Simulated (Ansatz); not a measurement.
# Bi (Bismuth): the cost of one run

Method: DFT PBE+D3(BJ), scalar-relativistic, plane waves, PAW, in Ansatz 0.2.0.

The COD entry's cell or inner coordinates are ideal or old and differ from later refinements, so a difference from it is no clean test against experiment.

That is the level of the relaxation; later steps name their own.

1 further run of the same task is left out (set aside as unsound or not needed).

**1. The system as given**

It takes space group R-3m (No. 166, trigonal). Conventional cell: a = 4.535 Å, b = 4.535 Å, c = 11.645 Å, α = 90.00°, β = 90.00°, γ = 120.00°. Bi (site symmetry 3m) has 6 Bi at 3.09 to 3.45 Å as nearest neighbours.

As a file:

```cif
data_structure
_symmetry_space_group_name_H-M 'R-3m:H'
_symmetry_Int_Tables_number 166
_cell_length_a 4.5347
_cell_length_b 4.5347
_cell_length_c 11.6452
_cell_angle_alpha 90.000
_cell_angle_beta 90.000
_cell_angle_gamma 120.000
_cell_volume 207.38
loop_
_atom_site_label
_atom_site_type_symbol
_atom_site_symmetry_multiplicity
_atom_site_Wyckoff_symbol
_atom_site_fract_x
_atom_site_fract_y
_atom_site_fract_z
_atom_site_occupancy
Bi1 Bi 6 c 0.33333 0.66667 0.90380 1
```

This cell was relaxed beforehand with the same method: volume 34.56 Å³/atom, gap on the mesh none (metal).

**2. The run at PBE+D3(BJ) on the hybrid's mesh**

input.yaml reads:

```yaml
crystal:
  lattice:
    - [2.267342761, 1.3090509534, 3.8817323671]
    - [-2.267342761, 1.3090509534, 3.8817323671]
    - [0.0, -2.6181019069, 3.8817323671]
  atoms:
    - { symbol: Bi, position: [0.2371283418, 0.2371283418, 0.2371283418] }
    - { symbol: Bi, position: [0.7628716582, 0.7628716582, 0.7628716582] }
basis:
  ecutwfc: 420
kpoints:
  mp_grid: { grid: [6, 6, 6] }
  band_path:
    path:
      - [0.0, 0.0, 0.0]
      - [0.5, 0.5, 0.5]
      - [0.7575156228, 0.2424843772, 0.5]
      - [0.5, -0.2424843772, 0.2424843772]
      - [0.5, 0.0, 0.0]
      - [0.3712421886, -0.3712421886, 0.0]
      - [0.6287578114, 0.0, 0.3712421886]
      - [0.5, 0.0, 0.5]
      - [0.08333333, 0.16666667, 0.25]
      - [0.0, 0.0, -0.5]
    npoints: 1
hamiltonian:
  xc: pbe
  dispersion: d3bj
scf:
  occupations: { method: gaussian, width: 0.1 }
  n_extra_bands: 4
output:
  forces: true
  stress: true
  eigenvalues: true
```

Launch:

```
$ ansatz run input.yaml --threads 2 --pin off --max-ram 5120MiB --backend cpu --events-out ev --progress --plain --runs-dir out
```

**Question.** How long does this run take on 2 threads of Intel Xeon at 2.70GHz, shared host, and how much memory does it need?

About 1.9 s, with a peak of 0.37 GiB.
